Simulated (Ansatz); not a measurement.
A run of Ansatz 0.2.0:

File input.yaml:

```yaml
crystal:
  lattice:
    - [0.0, 2.80055, 2.80055]
    - [2.80055, 0.0, 2.80055]
    - [2.80055, 2.80055, 0.0]
  atoms:
    - { symbol: Ti, position: [0.0, 0.0, 0.0] }
    - { symbol: Sn, position: [0.5, 0.5, 0.5] }
hamiltonian:
  xc: pbe
  pseudopotentials: { kind: paw }
  dispersion: d3bjatm
kpoints:
  mp_grid: { grid: [8, 8, 8] }
scf:
  occupations: { method: fermi_dirac, width: 0.05 }
output:
  forces: true
  stress: true
  eigenvalues: true
relax:
  f_tol: 0.01
  max_steps: 40
  cell: { stress_tol: 0.05 }
```

Potentials or basis: Ansatz PAW.

Command:

```console
$ ansatz run input.yaml --threads 2 --pin off --max-ram 5632MiB --backend cpu --events-out ev --progress --plain --runs-dir out
```

Hardware: 2 threads of Arm Neoverse V1, with other jobs on the host.

Task: Estimate the wall time of this run.

Result: Run time: 5 s on 2 threads of Arm Neoverse V1, with other jobs on the host, peak memory 0.33 GiB. Counts: scf iterations 32, plane waves 869, k points 29, bands 17, ion steps 5.
